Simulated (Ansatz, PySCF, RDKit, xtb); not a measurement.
# B2OF+: from the formula to a structure, part 2 of 2

Task: start from the formula B2OF+ (charge +1), draw up candidate structures, narrow them down in stages, and characterise the one that lies lowest at 298.15 K.

xtb, Ansatz and PySCF; isolated molecules. Earlier steps stand in the parts before.

### Step 13. Frequencies after a tight-binding relaxation (GFN2-xTB)

start.xyz reads:

```xyz
4
c302a
B      0.000000     0.000000    -0.836484
B      0.000000     0.000000     0.822979
F      0.000000     0.000000     2.041275
O      0.000000     0.000000    -2.027769
```

Run with:

```console
$ xtb start.xyz --gfn 2 --ohess tight --chrg 1
```

The program printed (excerpt; [...] marks lines left out):

```text
* xtb version 6.7.1
[...]
          :  # basis functions                  16          :
[...]
          :  # electrons                        18          :
[...]
          :  Hamiltonian                  GFN2-xTB          :
[...]
          :  net charge                          1          :
          :  unpaired electrons                  0          :
[...]
   *** convergence criteria satisfied after 12 iterations ***
[...]
   *** GEOMETRY OPTIMIZATION CONVERGED AFTER 5 ITERATIONS ***
[...]
   *** convergence criteria satisfied after 3 iterations ***
[...]
         ::                     SUMMARY                     ::
         :::::::::::::::::::::::::::::::::::::::::::::::::::::
         :: total energy             -10.792270658582 Eh    ::
         :: gradient norm              0.000142216813 Eh/a0 ::
         :: HOMO-LUMO gap              3.698370365613 eV    ::
         ::.................................................::
         :: SCC energy               -10.904603393660 Eh    ::
         :: -> isotropic ES            0.196604209090 Eh    ::
         :: -> anisotropic ES         -0.003198872897 Eh    ::
         :: -> anisotropic XC         -0.007846122654 Eh    ::
         :: -> dispersion             -0.001035538584 Eh    ::
         :: repulsion energy           0.112332735078 Eh    ::
         :: add. restraining           0.000000000000 Eh    ::
         :: total charge               1.000000000000 e     ::
         :::::::::::::::::::::::::::::::::::::::::::::::::::::
[...]
         9        2.0000           -0.7661696             -20.8485 (HOMO)
        10                         -0.6302569             -17.1502 (LUMO)
[...]
     #   Z          covCN         q      C6AA      α(0)
     1   5          1.756     0.362    33.717    12.235
     2   5          1.689     0.532    30.022    11.547
     3   9          0.722     0.144     8.233     3.388
     4   8          0.789    -0.038    15.644     5.301
[...]
molecular dipole:
                 x           y           z       tot (Debye)
 q only:        0.000       0.000       0.939
   full:        0.000       0.000       1.596       4.056
molecular quadrupole (traceless):
[...]
          | TOTAL ENERGY              -10.792270658583 Eh   |
          | TOTAL ENTHALPY            -10.773881924783 Eh   |
          | TOTAL FREE ENERGY         -10.803476458699 Eh   |
          | GRADIENT NORM               0.000142138363 Eh/α |
[...]
```

It took 0.066 s on 1 thread of Arm Neoverse N1, shared host.

### Step 14. Electronic excitations (TD-B3LYP/def2-SVPD)

An in-house driver calls PySCF's response routines at TD-B3LYP/def2-SVPD; it has no typed input.

The program printed:

```text
coarse grid: 4344 points
cycle   1  E = -224.0217663672  dE =  9.819e-01  |g| = 9.837e-01  |ddm| = 4.129e+00
cycle   2  E = -217.9033422849  dE =  6.118e+00  |g| = 3.863e+00  |ddm| = 3.665e+00
cycle   3  E = -224.2047798823  dE = -6.301e+00  |g| = 5.443e-01  |ddm| = 3.467e+00
cycle   4  E = -224.2468977704  dE = -4.212e-02  |g| = 3.538e-01  |ddm| = 8.909e-01
cycle   5  E = -224.2663438195  dE = -1.945e-02  |g| = 4.377e-02  |ddm| = 2.768e-01
cycle   6  E = -224.2668824189  dE = -5.386e-04  |g| = 2.071e-02  |ddm| = 1.893e-01
cycle   7  E = -224.2669767674  dE = -9.435e-05  |g| = 9.298e-04  |ddm| = 2.314e-02
cycle   8  E = -224.2669770548  dE = -2.874e-07  |g| = 2.751e-04  |ddm| = 3.512e-03
final grid: 45232 points
cycle   9  E = -224.3090673154  dE = -3.861e-05  |g| = 4.890e-03  |ddm| = 7.420e-02
cycle  10  E = -224.3090447563  dE =  2.256e-05  |g| = 1.181e-02  |ddm| = 1.034e-02
cycle  11  E = -224.3090709637  dE = -2.621e-05  |g| = 2.036e-03  |ddm| = 8.825e-03
cycle  12  E = -224.3090717529  dE = -7.893e-07  |g| = 4.879e-04  |ddm| = 1.832e-03
cycle  13  E = -224.3090717942  dE = -4.129e-08  |g| = 9.544e-05  |ddm| = 5.312e-04
cycle  14  E = -224.3090717962  dE = -1.989e-09  |g| = 8.476e-06  |ddm| = 1.567e-04
cycle  15  E = -224.3090717962  dE = -2.035e-11  |g| = 1.779e-06  |ddm| = 3.212e-05
converged SCF energy = -224.3090717962

Static polarisability (au): isotropic 24.172, principal 16.887 16.887 38.741

Singlet excitations
state   eV       nm        f      main configurations
  1   4.5524    272.3   0.00000   H->L+1 0.50, H-1->L 0.50
  2   4.7135    263.0   0.00000   H-1->L+1 0.41, H->L 0.41, H-1->L 0.09
  3   4.7135    263.0   0.00000   H-1->L 0.41, H->L+1 0.41, H-1->L+1 0.09
  4   6.0697    204.3   0.00079   H-2->L 1.00
  5   6.0697    204.3   0.00079   H-2->L+1 1.00
  6   6.5752    188.6   0.27600   H->L 0.47, H-1->L+1 0.47
  7   8.8144    140.7   0.00246   H->L+2 0.98
  8   8.8144    140.7   0.00246   H-1->L+2 0.98

Triplet excitations (Tamm-Dancoff, eV): 3.9100 4.1730 4.1730
```

Wall time 5.1 s (1 thread of Arm Neoverse N1, shared host).

The roots found:

| excited state | energy (eV) | strength |
| --- | --- | --- |
| 1 | 4.552 | 0.0000 |
| 2 | 4.713 | 0.0000 |
| 3 | 4.713 | 0.0000 |
| 4 | 6.070 | 0.0008 |
| 5 | 6.070 | 0.0008 |
| 6 | 6.575 | 0.2760 |
| 7 | 8.814 | 0.0025 |
| 8 | 8.814 | 0.0025 |

### Step 15. NMR shieldings (GIAO PBE0/pcSseg-1)

An in-house driver calls PySCF's response routines at GIAO PBE0/pcSseg-1; it has no typed input.

The program printed:

```text
coarse grid: 4344 points
cycle   1  E = -223.9317723921  dE =  9.834e-01  |g| = 9.581e-01  |ddm| = 2.046e+00
cycle   2  E = -220.9382618204  dE =  2.994e+00  |g| = 3.281e+00  |ddm| = 3.299e+00
cycle   3  E = -224.1297713525  dE = -3.192e+00  |g| = 3.988e-01  |ddm| = 2.972e+00
cycle   4  E = -224.1460639308  dE = -1.629e-02  |g| = 2.898e-01  |ddm| = 3.388e-01
cycle   5  E = -224.1584901222  dE = -1.243e-02  |g| = 3.749e-02  |ddm| = 1.248e-01
cycle   6  E = -224.1587980608  dE = -3.079e-04  |g| = 2.360e-02  |ddm| = 3.348e-02
cycle   7  E = -224.1589162406  dE = -1.182e-04  |g| = 3.678e-03  |ddm| = 1.242e-02
cycle   8  E = -224.1589193327  dE = -3.092e-06  |g| = 2.649e-04  |ddm| = 2.266e-03
final grid: 45232 points
cycle   9  E = -224.1986229730  dE = -1.124e-05  |g| = 1.365e-02  |ddm| = 1.504e-02
cycle  10  E = -224.1983862353  dE =  2.367e-04  |g| = 3.713e-02  |ddm| = 2.467e-02
cycle  11  E = -224.1986588409  dE = -2.726e-04  |g| = 1.400e-03  |ddm| = 1.917e-02
cycle  12  E = -224.1986591260  dE = -2.851e-07  |g| = 4.995e-04  |ddm| = 8.342e-04
cycle  13  E = -224.1986591625  dE = -3.655e-08  |g| = 9.261e-05  |ddm| = 2.235e-04
cycle  14  E = -224.1986591643  dE = -1.811e-09  |g| = 1.745e-05  |ddm| = 7.115e-05
cycle  15  E = -224.1986591644  dE = -6.736e-11  |g| = 1.495e-06  |ddm| = 1.322e-05
converged SCF energy = -224.1986591644

GIAO shielding tensors (ppm)
atom      isotropic    diamagn.    paramagn.     s11        s22        s33       span
  0 B       92.147     204.341    -112.194     28.877     28.877    218.689    189.812
  1 B       84.780     201.688    -116.908     21.241     21.241    211.856    190.615
  2 F      172.076     459.814    -287.737     17.142     17.142    481.946    464.804
  3 O     -123.856     389.154    -513.010   -389.769   -389.769    407.972    797.741
```

Wall time 3.9 s (1 thread of Arm Neoverse N1, shared host).

Isotropic shieldings, averaged over atoms that the bond graph makes equivalent (absolute, not shifts):

| atoms | shielding (ppm) |
| --- | --- |
| B1 | 92.1 |
| B2 | 84.8 |
| F3 | 172.1 |
| O4 | -123.9 |

### Step 16. One electron fewer at the same geometry (PBE0/def2-TZVPD)

input.yaml reads:

```yaml
crystal:
  periodic: [false, false, false]
  atoms:
    - {symbol: B, position_ang: [0.000000, 0.000000, -0.836484]}
    - {symbol: B, position_ang: [0.000000, 0.000000, 0.822979]}
    - {symbol: F, position_ang: [0.000000, 0.000000, 2.041275]}
    - {symbol: O, position_ang: [0.000000, 0.000000, -2.027769]}
basis:
  gaussian:
    orbitals: def2-TZVPD
total_charge: 2
magnetization:
  spin_polarized: true
  initial_magnetization: 1
hamiltonian:
  xc: pbe0
```

Run with:

```console
$ ansatz run input.yaml --threads 1 --pin off --max-ram 2610MiB --events-out events.jsonl --progress --plain --runs-dir runs
```

The program printed:

```text
Warning: RAYON_NUM_THREADS=1 ignored (pool sized by the plan → 1); use --threads N
[... 2 set-up lines as earlier in the session ...]
  parameter a = 0.25
  parameter kappa = 0.804
  parameter beta = 0.06672455060314922
  exchange = (1 - a)*pbe_x(kappa = kappa, mu = beta*pi^2/3) + a*exact_x
  correlation = pbe_c(beta = beta)
711 factors; their error is unknown
mean field evaluation 1: about -6042.1902 eV, gradient 1.1e2 eV
mean field evaluation 2: about -5755.6271 eV, gradient 2.4e2 eV
mean field evaluation 4: about -6053.7005 eV, gradient 8.0e1 eV
mean field evaluation 8: about -6082.5613 eV, gradient 1.8e0 eV
mean field evaluation 16: about -6082.5933 eV, gradient 4.9e-3 eV
mean field evaluation 32: about -6083.9396 eV, gradient 2.9e-5 eV
mean field -6083.93959166 eV, -223.5806561510 hartree, gradient 2.8e-5 eV, S^2 0.753157; 3 other end points of the search recorded, 0 dependent functions left out
reference -6083.93961462 eV, -223.5806569950 hartree; 13, 12 occupied and 141, 142 virtual orbitals, 711 factors
Total energy: -6083.93961462 eV, -223.5806569950 hartree
```

Wall time 30 s (1 thread of Arm Neoverse N1, shared host).

Difference from the parent: 19.84 eV.

### Step 17. One electron more at the same geometry (PBE0/def2-TZVPD)

Changes to input.yaml since step 16:

```diff
@@ -10,3 +10,4 @@
     orbitals: def2-TZVPD
-total_charge: 2
+hamiltonian:
+  xc: {name: PBE0}
 magnetization:
@@ -14,3 +15,3 @@
   initial_magnetization: 1
-hamiltonian:
-  xc: pbe0
+scf:
+  lower_state_search: off
```

Run with:

```console
$ ansatz run input.yaml --threads 1 --pin off --max-ram 2610MiB --events-out events.jsonl --progress --plain --runs-dir runs
```

The program printed (excerpt; [...] marks lines left out):

```text
Warning: RAYON_NUM_THREADS=1 ignored (pool sized by the plan → 1); use --threads N
[... 2 set-up lines as earlier in the session ...]
[...]
711 factors; their error is unknown
[...]
mean field -6111.83598371 eV, -224.6058296502 hartree, gradient 3.5e-6 eV, S^2 0.754679; 0 other end points of the search recorded, 0 dependent functions left out
reference -6111.83602105 eV, -224.6058310223 hartree; 14, 13 occupied and 140, 141 virtual orbitals, 711 factors
Total energy: -6111.83602105 eV, -224.6058310223 hartree
Checks for a lower state left out: stability, starts, cluster_reference, orbital_swaps, neighbouring_geometries, increment
```

Run time: 6.3 s. Hardware: 1 thread of Arm Neoverse N1, shared host.

Parent less the species with the added electron: 8.05 eV.

### Step 18. The triplet at the same geometry (PBE0/def2-TZVPD)

Changes to input.yaml since step 17:

```diff
@@ -8,10 +8,5 @@
 basis:
-  gaussian:
-    orbitals: def2-TZVPD
-hamiltonian:
-  xc: {name: PBE0}
-magnetization:
-  spin_polarized: true
-  initial_magnetization: 1
-scf:
-  lower_state_search: off
+  gaussian: {orbitals: def2-TZVPD}
+total_charge: 1
+magnetization: {spin_polarized: true, initial_magnetization: 2}
+hamiltonian: {xc: pbe0}
```

Run with:

```console
$ ansatz run input.yaml --threads 1 --pin off --max-ram 2610MiB --events-out events.jsonl --progress --plain --runs-dir runs
```

The program printed (excerpt; [...] marks lines left out):

```text
Warning: RAYON_NUM_THREADS=1 ignored (pool sized by the plan → 1); use --threads N
[... 7 set-up lines as earlier in the session ...]
711 factors; their error is unknown
mean field evaluation 1: about -6091.5850 eV, gradient 5.3e1 eV
mean field evaluation 2: about -6073.7299 eV, gradient 9.1e1 eV
mean field evaluation 4: about -6099.0034 eV, gradient 4.8e0 eV
mean field evaluation 8: about -6099.0753 eV, gradient 3.1e-2 eV
mean field evaluation 16: about -6099.0909 eV, gradient 8.4e-4 eV
mean field evaluation 32: about -6091.5850 eV, gradient 5.3e1 eV
mean field -6099.40923427 eV, -224.1491550313 hartree, gradient 1.5e-5 eV, S^2 2.005023; 3 other end points of the search recorded, 0 dependent functions left out
reference -6099.40926951 eV, -224.1491563266 hartree; 14, 12 occupied and 140, 142 virtual orbitals, 711 factors
Total energy: -6099.40926951 eV, -224.1491563266 hartree
```

Wall time 42 s (1 thread of Arm Neoverse N1, shared host).

It lies 4.37 eV above the singlet.

### Step 19. Stability of the closed-shell solution (PBE0/def2-SVP)

calc.py reads:

```python
from pyscf import gto, dft

mol = gto.Mole()
mol.atom = [
    ('B', (0.000000, 0.000000, -0.836484)),
    ('B', (0.000000, 0.000000, 0.822979)),
    ('F', (0.000000, 0.000000, 2.041275)),
    ('O', (0.000000, 0.000000, -2.027769)),
]
mol.verbose = 3
mol.spin = 0
mol.basis = 'def2-svp'
mol.max_memory = 1860
mol.charge = 1
mol.build()

mf = dft.RKS(mol)
mf.xc = 'pbe0'
mf = mf.density_fit(auxbasis='def2-universal-jkfit')
mf.max_cycle = 100
mf.grids.level = 3
mf.kernel()
if not mf.converged:
    mf = mf.newton().run(mf.mo_coeff, mf.mo_occ)

energy = mf.e_tot
print(f'total energy: {energy:.8f} hartree')
mo_i, mo_e, stable_i, stable_e = mf.stability(internal=True, external=True, return_status=True)
print('stable: internal', stable_i, 'external', stable_e)
```

Run with:

```console
$ OMP_NUM_THREADS=1 python calc.py
```

The program printed:

```text
converged SCF energy = -224.04602858716
total energy: -224.04602859 hartree
<class 'pyscf.df.df_jk.DFRKS'> wavefunction is stable in the internal stability analysis
<class 'pyscf.df.df_jk.DFRKS'> wavefunction is stable in the real -> complex stability analysis
<class 'pyscf.df.df_jk.DFRKS'> wavefunction is stable in the RHF/RKS -> UHF/UKS stability analysis
stable: internal True external True
```

Wall time 26 s (1 thread of Arm Neoverse N1, shared host).

### Step 20. Outcome

The summary covers parts 1 to 2.

```
                                                       quantity                                                                   value
                                         lowest structure found                                                  O=B[B+]F, singlet, C∞v
                                                  next finalist                       [B][O][B][F] ‡, singlet, 9.0 kcal/mol higher in G
                      share at equilibrium, among the finalists                                                                 100.0 %
                                                         funnel  13 starts, 4 minima at GFN2-xTB, 7 screening runs, 3 relaxed, 3 ranked
                                           CPU time of all runs                                                                 6.6 min
harmonic wavenumbers, lowest and highest (PBE0-D3(BJ)/def2-SVP)                                                       169 and 2141 cm⁻¹
                            rotational constants, same geometry                                                             0.1059 cm⁻¹
                                  HOMO energy (PBE0/def2-TZVPD)                                                               -17.09 eV
                                  LUMO energy (PBE0/def2-TZVPD)                                                               -10.52 eV
                                HOMO–LUMO gap (PBE0/def2-TZVPD)                                                                 6.57 eV
                         lowest excitation (TD-B3LYP/def2-SVPD)                                                     4.55 eV (f = 0.000)
            lowest triplet excitation, same level, Tamm-Dancoff                                                                 3.91 eV
                                     vertical ionisation energy                                                                19.84 eV
                 vertical recombination energy (electron added)                                                                 8.05 eV
                                  vertical triplet less singlet                                                                +4.37 eV
```

What this shows: The search ends on `O=B[B+]F`. Among the finalists first place is clear (9.0 kcal/mol); structures outside the list aren't covered. GFN2-xTB, HF/STO-3G, r2SCAN-D4/def2-SVP, PBE0-D3(BJ)/def2-SVP and MP2/def2-TZVPP already put its bonding pattern lowest among the structures in one piece; HF/def2-TZVPP favours the singlet [B][O][B][F] ‡. The largest share of the time went into recheck (22 %). A large T1 diagnostic among the finalists warns that one reference determinant may not suffice. It concerns: the winner. Lowest found is not proven lowest: the search is finite, and each finalist counts with one conformer.

‡ marks the bonded skeleton alone, with all bonds drawn single: no Lewis structure was assigned that passes a check against the bond lengths.
